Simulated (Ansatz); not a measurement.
Geometry optimisation, DFT PBE-D3(BJ), scalar-relativistic, plane waves, PAW in Ansatz.

input.yaml

```yaml
crystal:
  lattice:
    - [5.7832, 0.0, 0.0]
    - [-2.8916, 5.008398, 0.0]
    - [0.0, 0.0, 17.2447]
  atoms:
    - { symbol: W, position: [0.0, 0.0, 0.0579888] }
    - { symbol: C, position: [0.3333333, 0.1666667, 0.1400372] }
    - { symbol: W, position: [0.0, 0.0, 0.2220856] }
    - { symbol: C, position: [0.3333333, 0.1666667, 0.304134] }
    - { symbol: W, position: [0.0, 0.5, 0.0579888] }
    - { symbol: C, position: [0.3333333, 0.6666667, 0.1400372] }
    - { symbol: W, position: [0.0, 0.5, 0.2220856] }
    - { symbol: C, position: [0.3333333, 0.6666667, 0.304134] }
    - { symbol: W, position: [0.5, 0.0, 0.0579888] }
    - { symbol: C, position: [0.8333333, 0.1666667, 0.1400372] }
    - { symbol: W, position: [0.5, 0.0, 0.2220856] }
    - { symbol: C, position: [0.8333333, 0.1666667, 0.304134] }
    - { symbol: W, position: [0.5, 0.5, 0.0579888] }
    - { symbol: C, position: [0.8333333, 0.6666667, 0.1400372] }
    - { symbol: W, position: [0.5, 0.5, 0.2220856] }
    - { symbol: C, position: [0.8333333, 0.6666667, 0.304134] }
    - { symbol: Ge, position: [0.4770582, -0.0335513, 0.3887977] }
    - { symbol: H, position: [0.2231104, -0.1636499, 0.4441191] }
    - { symbol: H, position: [0.731006, 0.0965473, 0.4441191] }
basis:
  ecutwfc: 420.0
kpoints:
  mp_grid: { grid: [3, 3, 1] }
hamiltonian:
  xc: pbe
  dispersion: d3bj
  pseudopotentials: { kind: paw, azcp: { folder: soft_1 } }
scf:
  occupations: { method: gaussian, width: 0.15 }
  lower_state_search: "off"
relax:
  f_tol: 0.03
  max_steps: 60
  adjacent_minimum: "off"
  constraints: [{ sites: [0, 4, 8, 12] }]
output:
  write_density: true
  write_potential: true
  elf: true
  volumetric_format: npy
```

Run as:

```bash
$ ansatz run input.yaml --threads 4 --pin off --max-ram 10240MiB --backend cpu --events-out ev --progress --plain --runs-dir out
```

Where does it end, and by what steps?

It converged. Limits of this set-up: coarse k mesh, thin slab, slab without dipole correction, a typed lattice constant that wasn't relaxed here. After 8 steps the energy has fallen by 3.160 eV; H18 moved furthest, 0.83 Å.

```
step  energy less start (eV)  largest force component (eV/Å)  accepted
   0                  0.0000                           4.798       yes
   1                 -2.4509                           1.071       yes
   2                 -2.8668                           0.777       yes
   3                 -3.0620                           0.400       yes
   4                 -3.1399                           0.273       yes
   5                 -3.1374                           0.305        no
   6                 -3.1549                           0.043       yes
   7                 -3.1600                           0.034       yes
   8                 -3.1604                           0.024       yes
```

```xyz
19
Lattice="5.7832 0.0000 0.0000 -2.8916 5.0084 0.0000 0.0000 0.0000 17.2447" Properties=species:S:1:pos:R:3
W 0.000 0.000 1.000
C 1.443 0.840 2.326
W 0.011 -0.001 3.854
C 1.476 0.831 5.088
W -1.446 2.504 1.000
C 0.004 3.334 2.326
W -1.441 2.514 3.854
C 0.012 3.368 5.089
W 2.892 0.000 1.000
C 4.340 0.836 2.306
W 2.905 0.008 3.821
C 4.359 0.847 4.958
W 1.446 2.504 1.000
C 2.887 3.336 2.323
W 1.445 2.504 3.882
C 2.903 3.346 4.998
Ge 2.303 -0.341 6.471
H 1.112 -1.031 7.181
H 3.408 0.298 7.330
```

Whether the end is a true minimum wasn't checked by a vibrational analysis.

Time of the run: 68 s on 4 threads of Arm Neoverse V2, on a shared host, peak memory 1.4 GiB.
